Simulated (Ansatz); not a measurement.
# Lithium, hcp under PBEsol: ground state and equation of state

What does PBEsol give for lithium in the hcp structure? We relax it, solve it on a dense k-mesh, then scale the cell to 7 volumes from 88 to 112 % of the relaxed one and try a fit of the equation of state. Spin polarisation is left out. The k-meshes are 12×12×6 for the relaxation; 19×19×11 for the dense run; 13×13×7 for the volumes.

This is Li in the hcp structure; at room conditions it is bcc.

Computed with Ansatz 0.2.0 (DFT PBEsol, plane waves (420 eV) with PAW, scalar-relativistic; PBE-made PAW files, unless a step says otherwise).

### Step 1. Starting point

Symmetry: P6_3/mmc, No. 194, hexagonal system. The conventional cell has a = 3.126 Å, b = 3.126 Å, c = 5.105 Å, α = 90.00°, β = 90.00°, γ = 120.00°. Li (site symmetry -6m2) has 12 Li at 3.13 Å as nearest neighbours.

As a file:

```xyz
2
Lattice="3.1264 0.0000 0.0000 -1.5632 2.7076 0.0000 0.0000 0.0000 5.1055" Properties=species:S:1:pos:R:3 pbc="T T T"
Li    0.0000    1.8050    1.2764
Li    1.5632    0.9025    3.8291
```

### Step 2. Relaxing cell and atoms

Input file input.yaml:

```yaml
crystal:
  lattice:
    - [3.1264265076, 0.0, 0.0]
    - [-1.5632132538, 2.7075647787, 0.0]
    - [0.0, 0.0, 5.1054544869]
  atoms:
    - { symbol: Li, position: [0.3333333333, 0.6666666667, 0.25] }
    - { symbol: Li, position: [0.6666666667, 0.3333333333, 0.75] }
hamiltonian:
  xc: pbesol
  pseudopotentials:
    kind: paw
    azcp:
      Li: "pseudopotentials/Li.paw.azcp"
basis:
  ecutwfc: 420
  fft_grid_basis: typed
kpoints:
  mp_grid: { grid: [12, 12, 6], shift: [0, 0, 0] }
magnetization:
  spin_polarized: false
scf:
  occupations: { method: fermi_dirac, width: 0.1 }
relax:
  max_steps: 60
  f_tol: 0.01
  cell: {}
```

After this run come: The energy on a finer k-mesh; At 88 % of the relaxed volume; At 92 % of the relaxed volume; At 96 % of the relaxed volume; At 100 % of the relaxed volume; At 104 % of the relaxed volume; At 108 % of the relaxed volume; At 112 % of the relaxed volume.

**Question.** What will these runs give? Wanted: space group; conventional cell; volume; shortest distance; gap on the mesh; relative to bcc; V₀, B₀, B₀′.

**Answer**, as computed:

| quantity | value |
| --- | --- |
| space group (spins left aside) | P6_3/mmc (No. 194) |
| conventional cell | a = 3.057 Å, c = 4.987 Å (c/a = 1.631) |
| volume | 20.181 Å³/atom |
| shortest distance | 3.055 Å |
| gap on the mesh | none (levels filled in part) |
| relative to bcc | -2 meV/atom |
| V₀, B₀, B₀′ | 20.229 Å³/atom, 13.6 GPa, 3.3 |

**Reading.** The relaxation shrank the cell by 6.6 % in volume. It lies 2 meV/atom below the element's reference form at the same level (bcc, from a run of its own), within what mesh and smearing can decide. No gap shows: it is a metal or semimetal at this level. B₀ comes out at 13.6 GPa, a soft solid; letting shape and positions relax at each volume could only lower it. The symmetry was held, so the structure may be unstable against distortions that break it.
